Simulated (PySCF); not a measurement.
# F4Hg2 (Hg2(F)2(F)2): the cost of one run

The runs use PySCF 2.14.0; TPSS, Hg def2-SVP with ECP60, F def2-SVP; scalar-relativistic core potentials, no spin–orbit coupling.

3 further runs of the same task are left out: 2 for a known fault of the program, 1 that didn't finish.

### Step 1. The starting structure

6 atoms, charge 0, spin multiplicity 1.

Bond lengths: Hg1–F4 1.983 Å, Hg1–F5 1.938 Å, Hg2–F3 1.983 Å, Hg2–F6 1.938 Å. Angles: F4–Hg1–F5 176.6°, F3–Hg2–F6 176.6°.

Coordinates:

```xyz
6
charge 0, multiplicity 1
Hg   -0.4142    0.0000    1.7978
Hg    0.4142    0.0000   -1.7978
F     1.3736    0.0000   -0.0618
F    -1.3736    0.0000    0.0618
F     0.4217    0.0000    3.5467
F    -0.4217    0.0000   -3.5467
```

Formal oxidation states: Hg +2. An earlier session relaxed this geometry at TPSS, Hg def2-SVP with ECP60, F def2-SVP (singlet, point group C2h).

Its energy there is -705.949662 Eh.

### Step 2. Atoms moved at random, σ = 0.03 Å

run.py (the lines that set the calculation) reads:

```python
mol = gto.M(atom='''
Hg    -0.41138    -0.03318     1.77199
Hg     0.37325     0.00397    -1.73360
F      1.42348    -0.02573    -0.08759
F     -1.41497    -0.00214     0.06777
F      0.43487     0.04733     3.55708
F     -0.40524     0.00976    -3.57565''',
    basis={'Hg': 'def2-SVP', 'F': 'def2-SVP'},
    ecp={'Hg': 'def2-SVP'},
    charge=0, spin=0)
mf = dft.RKS(mol, xc='TPSS')
mf.grids.atom_grid = (50, 194)
mf = mf.density_fit()  # fitting sets: Hg def2-universal-JKFIT, F def2-universal-JKFIT
mf.conv_tol = 1e-08; mf.max_cycle = 55
mf.kernel(dm0)  # dm0: the density of the relaxed state
```

On the command line:

```console
$ OMP_NUM_THREADS=2 python run.py
```

**Question.** How long does this run take on 2 threads of Intel Xeon 6975P-C (Granite Rapids), shared host?

About 6.8 s.
